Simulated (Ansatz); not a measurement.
**CH₄BFN₂: how energies converge with the basis set**

How large a basis does CH₄BFN₂ need? Two functionals are run in growing sets.

Program: Ansatz 0.2.0, Gaussian basis. Level of theory: one geometry, several basis sets. These are calculated values, not measurements.

The runs, in order: PBE0-D4/def2-SVP; ωB97M-V/def2-SVP; PBE0-D4/def2-QZVPP; ωB97M-V/def2-QZVPP; the functionals' def2-TZVPP values are taken from earlier runs.

### Step 1. The relaxed structure

An earlier PBE0-D4/def2-TZVP relaxation fixed the geometry.

SMILES `N/C=N/BF`, 9 atoms, charge 0, spin multiplicity 1.

Atoms are counted from 1 here; the program's logs count them from 0.

Bond lengths: N1–C2 1.336 Å, N1–H6 1.007 Å, N1–H7 1.003 Å, C2–N3 1.281 Å, C2–H8 1.100 Å, N3–B4 1.416 Å, B4–F5 1.329 Å, B4–H9 1.208 Å. Angles: C2–N1–H6 118.7°, C2–N1–H7 121.7°, H6–N1–H7 119.6°, N1–C2–N3 122.7°, N1–C2–H8 113.5°, N3–C2–H8 123.8°, C2–N3–B4 116.7°, N3–B4–F5 119.6°, N3–B4–H9 123.7°, F5–B4–H9 116.7°.

### Step 2. PBE0-D4 in def2-SVP

Contents of in.yaml:

```yaml
crystal:
  periodic: [false, false, false]
  atoms:
    - {symbol: N, position_ang: [-1.416980, 0.099452, 1.060575]}
    - {symbol: C, position_ang: [-0.361844, -0.217444, 0.304391]}
    - {symbol: N, position_ang: [0.329772, 0.660779, -0.321627]}
    - {symbol: B, position_ang: [1.420390, 0.182394, -1.087820]}
    - {symbol: F, position_ang: [2.181346, 1.044078, -1.755638]}
    - {symbol: H, position_ang: [-1.680875, 1.067551, 1.141775]}
    - {symbol: H, position_ang: [-1.947228, -0.600872, 1.544083]}
    - {symbol: H, position_ang: [-0.150896, -1.296786, 0.275944]}
    - {symbol: H, position_ang: [1.714816, -0.985453, -1.178682]}
basis:
  gaussian: {orbitals: def2-SVP}
hamiltonian: {xc: pbe0, dispersion: d4}
output: {orbitals: {seedname: orbitals}}
```

Command:

```sh
$ ansatz run in.yaml --threads 2 --pin off --events-out ev --progress --plain --max-ram 4352MiB
```

The runs that follow: ωB97M-V in def2-SVP; PBE0-D4 in def2-QZVPP; ωB97M-V in def2-QZVPP.

Before running them: what should the planned runs give, taken together? Wanted: PBE0-D4: double and triple zeta above quadruple; ωB97M-V: double and triple zeta above quadruple.

As calculated:

| quantity | value |
| --- | --- |
| PBE0-D4: double and triple zeta above quadruple | 9.09, 0.42 eV |
| ωB97M-V: double and triple zeta above quadruple | 9.34, 0.39 eV |

In words: For PBE0-D4 the step from double to triple zeta gains 8.68 eV and the next only 0.42 eV. Total energies overstate the basis error of differences, where much of it tends to cancel.
